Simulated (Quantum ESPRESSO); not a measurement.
## HPbNO4: projected density of states with PBE

The system is HPbNO4.

```
H Pb N O
1.0
     4.12040   -0.00081   -0.01120
     0.00404    6.42722    0.05360
     0.02791    3.20707    7.74994
H Pb N O
2 2 2 8
Direct
  0.90366 0.21821 0.48851
  0.40337 0.78177 0.51142
  0.39455 0.30863 0.70725
  0.89489 0.69135 0.29266
  0.63409 0.19990 0.20730
  0.13386 0.80012 0.79275
  0.90829 0.32866 0.54369
  0.53792 0.39076 0.19497
  0.53483 0.11279 0.10602
  0.83718 0.08887 0.32672
  0.40817 0.67132 0.45624
  0.03774 0.60924 0.80520
  0.03429 0.88737 0.89397
  0.33716 0.91101 0.67330
```

The cell was built by a generator and needn't be a form met in nature.

| Quantity | Value |
| --- | --- |
| Program | Quantum ESPRESSO 7.5 |
| Task | projected density of states |
| Functional | PBE |
| Potentials or basis | SSSP 1.3 efficiency PBE |
| Cutoff | 816 eV |
| Density cutoff | 6531 eV |
| k mesh | 5 × 4 × 3 |
| Occupations | fermi-dirac, width 0.05 eV |
| Spin | no spin polarisation |
| Mixing beta | 0.5 |
| Most SCF iterations | 120 |
| SCF threshold | 2.8e-09 Ry |
| Dos occupations | tetrahedra_opt |

```yaml
Pressure: -0.2 GPa
Largest_force: 0.041 eV/Å
Band_gap_on_the_k_mesh: 3.29 eV, indirect (least direct gap 3.37 eV)
Loewdin_charges: H +0.37; Pb +1.01; N +0.74; O -0.71, -0.36, -0.35, -0.39 e
```

Forces in eV/Å, atoms in the order of the input:
```
H   -0.001 -0.028 -0.013
H    0.000  0.029  0.013
Pb   0.011  0.000  0.039
Pb   0.010  0.001 -0.039
N    0.006  0.005  0.009
N    0.003 -0.007 -0.007
O   -0.008  0.000  0.005
O   -0.006  0.027  0.000
O   -0.009 -0.028 -0.022
O    0.007  0.004  0.009
O   -0.008 -0.001 -0.006
O   -0.005 -0.026  0.000
O   -0.008  0.027  0.022
O    0.008 -0.004 -0.011
```

Levels at points of the mesh, in eV from the valence-band top:
```
            k point  band 41  band 42  band 43  band 44  band 45  band 46  band 47  band 48
 (0.00, 0.00, 0.00)    -1.27    -0.28    -0.20    -0.16     3.37     3.55     4.56     4.75
(0.00, -0.50, 0.00)    -1.19    -0.40    -0.34    -0.16     3.49     3.62     4.35     4.54
```

States per cell in windows of 0.5 eV (zero at the valence-band top; states under -8 eV left out):
```tsv
from (eV)	total	Pb#3 p wfc2	Pb#4 p wfc2	O#11 p wfc2	O#7 p wfc2	O#12 p wfc2	O#8 p wfc2
-8.0	2.97	0.01	0.01	0.05	0.05	0.24	0.23
-7.5	6.25	0.05	0.05	0.06	0.05	0.47	0.47
-7.0	0.49	0.00	0.00	0.05	0.05	0.01	0.01
-6.5	3.37	0.02	0.02	0.38	0.38	0.12	0.12
-6.0	0.00	0.00	0.00	0.00	0.00	0.00	0.00
-5.5	0.71	0.02	0.02	0.21	0.22	0.01	0.01
-5.0	1.74	0.04	0.04	0.46	0.42	0.02	0.02
-4.5	0.94	0.02	0.02	0.20	0.20	0.02	0.02
-4.0	0.31	0.01	0.01	0.05	0.05	0.01	0.01
-3.5	0.29	0.02	0.02	0.04	0.04	0.02	0.02
-3.0	2.39	0.16	0.16	0.40	0.40	0.13	0.13
-2.5	5.14	0.20	0.20	0.60	0.62	0.73	0.68
-2.0	5.99	0.08	0.08	0.44	0.44	0.90	0.88
-1.5	3.69	0.06	0.06	0.81	0.79	0.22	0.22
-1.0	2.96	0.12	0.12	0.58	0.57	0.19	0.20
-0.5	4.40	0.06	0.06	0.41	0.40	0.54	0.56
0.0	0.00	0.00	0.00	0.00	0.00	0.00	0.00
0.5	0.00	0.00	0.00	0.00	0.00	0.00	0.00
1.0	0.00	0.00	0.00	0.00	0.00	0.00	0.00
1.5	0.00	0.00	0.00	0.00	0.00	0.00	0.00
2.0	0.00	0.00	0.00	0.00	0.00	0.00	0.00
2.5	0.00	0.00	0.00	0.00	0.00	0.00	0.00
3.0	3.13	0.18	0.18	0.02	0.02	0.26	0.27
3.5	0.65	0.02	0.02	0.00	0.00	0.06	0.06
4.0	0.49	0.18	0.18	0.00	0.00	0.01	0.01
4.5	3.03	1.08	1.07	0.04	0.05	0.05	0.05
5.0	1.90	0.69	0.70	0.07	0.07	0.02	0.02
5.5	2.53	0.96	0.91	0.11	0.11	0.04	0.03
6.0	2.97	1.13	1.11	0.17	0.16	0.02	0.02
6.5	0.75	0.26	0.27	0.04	0.04	0.00	0.00
7.0	0.46	0.09	0.09	0.02	0.02	0.00	0.00
7.5	0.89	0.03	0.03	0.02	0.02	0.01	0.01
```

Run time: 8.3 min on 8 MPI ranks on Intel(R) Xeon(R) 6975P-C (Granite Rapids), on a shared host, peak memory 2.1 GiB a rank.

Caveat: spin-orbit coupling is left out, which as a rule narrows the gap of such compounds by several tenths of an eV; an odd mesh through Γ misses points on the zone boundary, where band edges often lie.
